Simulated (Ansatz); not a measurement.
# CH₇GaSi (built from SMILES [CH3][GaH][SiH3]): a barrier at many levels of theory

Aim: the barrier and energy of one elementary step (Si2–H3 formed, Ga1–Si2 broken, Ga1–H3 broken) from LDA up to coupled cluster, on fixed structures, to see where each rung fails.

Computed with Ansatz 0.2.0, Gaussian basis. Level: single points in def2-TZVPP on PBE0-D4/def2-TZVP structures.

Levels: SPW92, PBE-D4, BLYP-D4, r2SCAN-D4, B97M-V, PBE0-D4, B3LYP-D4, r2SCAN0-D4, BHLYP-D4, CAM-B3LYP-D4, wB97X-V, wB97M-V, B2PLYP, PBE-QIDH, RPA on PBE, Hartree-Fock, MP2, CCSD, CCSD(T). The reference is CCSD(T) at the basis limit, from triple and quadruple zeta. Zero-point energies come from PBE0-D4 vibrations.

Correlated methods freeze the cores. Filled d shells of the heavier atoms are correlated. B3LYP uses VWN-RPA correlation. B2PLYP carries no dispersion term here.

13 further runs of the same task are left out: 13 set aside as unsound or not needed.

## Step 1: The three structures

Charge 0, multiplicity 1. The folders r, ts and p hold the start, the saddle and the end; their coordinates stand in the first inputs.

| pair | r (Å) | ts (Å) | p (Å) |
| --- | --- | --- | --- |
| Si2–H3 | 3.464 | 1.751 | 1.493 |
| Ga1–Si2 | 2.418 | 2.409 | 3.449 |
| Ga1–H3 | 1.580 | 1.860 | 2.690 |

## Step 2: wB97M-V/def2-TZVPP

Contents of r/in.yaml:

```yaml
crystal:
  periodic: [false, false, false]
  atoms:
    - {symbol: Ga, position_ang: [0.702111, -0.108279, 0.412422]}
    - {symbol: Si, position_ang: [0.047684, 1.463548, -1.305086]}
    - {symbol: H, position_ang: [2.175254, -0.039109, 0.978106]}
    - {symbol: C, position_ang: [-0.507064, -1.485151, 1.135612]}
    - {symbol: H, position_ang: [-1.394331, 1.370831, -1.669370]}
    - {symbol: H, position_ang: [0.315398, 2.867001, -0.877657]}
    - {symbol: H, position_ang: [0.838511, 1.226868, -2.548103]}
    - {symbol: H, position_ang: [-1.508101, -1.440968, 0.706865]}
    - {symbol: H, position_ang: [-0.086845, -2.477343, 0.945606]}
    - {symbol: H, position_ang: [-0.582417, -1.377297, 2.221504]}
basis:
  gaussian: {orbitals: def2-TZVPP}
hamiltonian: {xc: {name: wB97M-V}}
```

Contents of ts/in.yaml:

```yaml
crystal:
  periodic: [false, false, false]
  atoms:
    - {symbol: Ga, position_ang: [-0.838141, -0.288068, -0.052651]}
    - {symbol: Si, position_ang: [0.234182, 1.513890, -1.237730]}
    - {symbol: H, position_ang: [0.858811, 0.468988, 0.020916]}
    - {symbol: C, position_ang: [-0.424623, -1.661176, 1.311546]}
    - {symbol: H, position_ang: [-0.802236, 2.170692, -2.106356]}
    - {symbol: H, position_ang: [0.793995, 2.650463, -0.451173]}
    - {symbol: H, position_ang: [1.195951, 0.894933, -2.192495]}
    - {symbol: H, position_ang: [-1.292925, -2.297002, 1.481409]}
    - {symbol: H, position_ang: [0.414961, -2.274742, 0.977730]}
    - {symbol: H, position_ang: [-0.139774, -1.177878, 2.248706]}
basis:
  gaussian: {orbitals: def2-TZVPP}
hamiltonian: {xc: {name: wB97M-V}}
```

Contents of p/in.yaml:

```yaml
crystal:
  periodic: [false, false, false]
  atoms:
    - {symbol: Ga, position_ang: [-1.295505, -1.083351, -0.416928]}
    - {symbol: Si, position_ang: [0.549421, 1.728494, -1.183804]}
    - {symbol: H, position_ang: [0.401945, 0.944483, 0.077873]}
    - {symbol: C, position_ang: [-0.486688, -1.780994, 1.316185]}
    - {symbol: H, position_ang: [-0.740922, 2.374097, -1.521820]}
    - {symbol: H, position_ang: [1.591891, 2.765167, -0.959697]}
    - {symbol: H, position_ang: [0.976207, 0.816103, -2.272880]}
    - {symbol: H, position_ang: [-0.953421, -2.731218, 1.600341]}
    - {symbol: H, position_ang: [0.590809, -1.955531, 1.217249]}
    - {symbol: H, position_ang: [-0.633538, -1.077150, 2.143379]}
basis:
  gaussian: {orbitals: def2-TZVPP}
hamiltonian: {xc: {name: wB97M-V}}
```

The command line of these runs was not kept.

After this run come: CCSD(T)/def2-TZVPP; MP2/def2-QZVPP; Vibrations of the start structure; Vibrations of the end structure.

What does the calculation give? Wanted: barrier, CCSD(T)/CBS; reverse barrier, CCSD(T)/CBS; step energy, CCSD(T)/CBS; barrier with zero-point energy; step energy with zero-point energy; imaginary mode at the saddle; largest T1 diagnostic.

As calculated:

```
                          quantity      value
              barrier, CCSD(T)/CBS   1.653 eV
      reverse barrier, CCSD(T)/CBS   0.955 eV
          step energy, CCSD(T)/CBS  +0.698 eV
    barrier with zero-point energy   1.648 eV
step energy with zero-point energy  +0.684 eV
      imaginary mode at the saddle  238i cm⁻¹
             largest T1 diagnostic      0.014
```

**Reading.** The functionals run from PBE0-D4, off by -0.023 eV, to SPW92, off by -0.243 eV, against CCSD(T)/CBS. Mean unsigned error by rung: LDA 0.243, GGA 0.187, meta-GGA 0.061, hybrid 0.064, range-separated hybrid 0.113, double hybrid 0.090 eV. PBE-D4 gives a barrier 0.200 eV too low, outside chemical accuracy (1 kcal/mol, 0.043 eV). Every functional without exact exchange puts the forward barrier too low. The barrier rises with the share of exact exchange, from BLYP-D4 through B3LYP-D4 to BHLYP-D4 (-0.174, -0.034, +0.166 eV). Hartree-Fock, with no correlation, is off by +0.496 eV. Zero-point motion lowers the barrier by 0.005 eV.
